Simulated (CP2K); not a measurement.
The system is Sn3Te.

```
CELL_PARAMETERS angstrom
4.86562 0.00000 0.00000
0.00000 4.86562 0.00000
0.00000 0.00000 4.86562
ATOMIC_POSITIONS crystal
Te 0.00000 0.00000 0.00000
Sn 0.00000 0.50000 0.50000
Sn 0.50000 0.00000 0.50000
Sn 0.50000 0.50000 0.00000
```

The cell comes from a database or a generator and needn't be the stable form of this composition.

- Program: CP2K 2026.2
- Task: single point
- Functional: PBEsol
- Potentials or basis: POTENTIAL_UZH Te GTH-PBE-q6, Sn GTH-PBE-q4; TZVP-MOLOPT-PBE-GTH basis
- Density cutoff: 6123 eV
- k mesh: 6 × 6 × 6
- Occupations: fermi-dirac, width 0.05 eV
- Spin: no spin polarisation

On this cell: pressure 0.3 GPa; largest force zero by symmetry; band gap on the k mesh none (metal or under the smearing width).

The same run follows on a disturbed copy (atoms moved at random, drawn with an rms of 0.05 Å):

```
CELL_PARAMETERS angstrom
4.86562 0.00000 0.00000
0.00000 4.86562 0.00000
0.00000 0.00000 4.86562
ATOMIC_POSITIONS crystal
Te 0.00673 0.98858 0.99664
Sn 0.99890 0.50418 0.49890
Sn 0.50157 0.00640 0.49978
Sn 0.48993 0.50469 0.99880
```

What changes?

The energy (extrapolated to zero smearing) moves by +1.0 meV/atom; pressure 0.4 GPa; largest force 0.109 eV/Å; band gap on the k mesh none (metal or under the smearing width).

Forces in eV/Å, atoms in the order of the input:
```
Te  -0.074  0.076  0.016
Sn  -0.057 -0.075 -0.016
Sn   0.081  0.072 -0.013
Sn   0.050 -0.073  0.013
```

Caveats: the potentials were made for another functional, which shifts forces and pressure; the basis of atomic orbitals isn't converged, which shifts pressures, moduli and gaps.
